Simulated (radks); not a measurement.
# Rb⁺ in [Ar] 3d10 4s2 4p5 4d1: an all-electron calculation

The task here is to estimate one member of a computed series from the others.

The numbers are computed with radks (a radial shooting solver on a logarithmic mesh, Libxc functionals) version 1 (Dirac Kohn-Sham, LDA (Slater exchange, Perdew-Zunger correlation), spin-unpolarised, spherical densities, finite nucleus; open shells fill j = l - 1/2 first), except any that are marked as measured or tabulated.

## Starting point

```
element            : rubidium (Z = 37)
charge             : +1
electrons          : 36
configuration      : [Ar] 3d10 4s2 4p5 4d1
nuclear rms radius : 4.2036 fm
```

The first run:

Settings of this run:

```text
Z 37
configuration [Ar] 3d10 4s2 4p5 4d1 5s0 5p0
relativity Dirac
functional lda,pz
spin unpolarised
j_filling energy
nucleus finite rms 4.2036 fm
c 137.035999084
```

One of the session's tables, all rows but one given; the rest of the session is left out.

It belongs to the step «Orbitals and density». Sizes of the orbitals, from the radial functions (bohr):

```
level      <r>  outermost maximum (interpolated)  90 % within  nodes
1s1/2  0.04034                            0.0263       0.0722      0
2s1/2   0.1778                             0.150        0.275      1
2p1/2   0.1524                             0.117        0.249      0
2p3/2   0.1565                             0.121        0.255      0
3s1/2   0.5114                             0.452        0.760      2
3p1/2   0.5121                             0.441        0.780      1
3p3/2   0.5227                             0.450        0.796      1
3d3/2        ?                                 ?            ?      ?
3d5/2   0.5267                             0.393        0.858      0
4s1/2    1.431                              1.25         2.11      3
4p1/2    1.646                              1.38         2.48      2
4p3/2    1.681                              1.41         2.53      2
5s1/2    4.099                              3.59         5.99      4
4d3/2    3.153                              2.29         5.15      1
4d5/2    3.177                              2.31         5.19      1
5p1/2    5.143                              4.51         7.53      3
5p3/2    5.224                              4.59         7.65      3
```

Estimate the missing values for 3d3/2.

As computed: <r>: 0.5229; outermost maximum (interpolated): 0.390; 90 % within: 0.853; nodes: 0. In the column «<r>» it lies between 3p3/2 (0.5227) and 3d5/2 (0.5267).
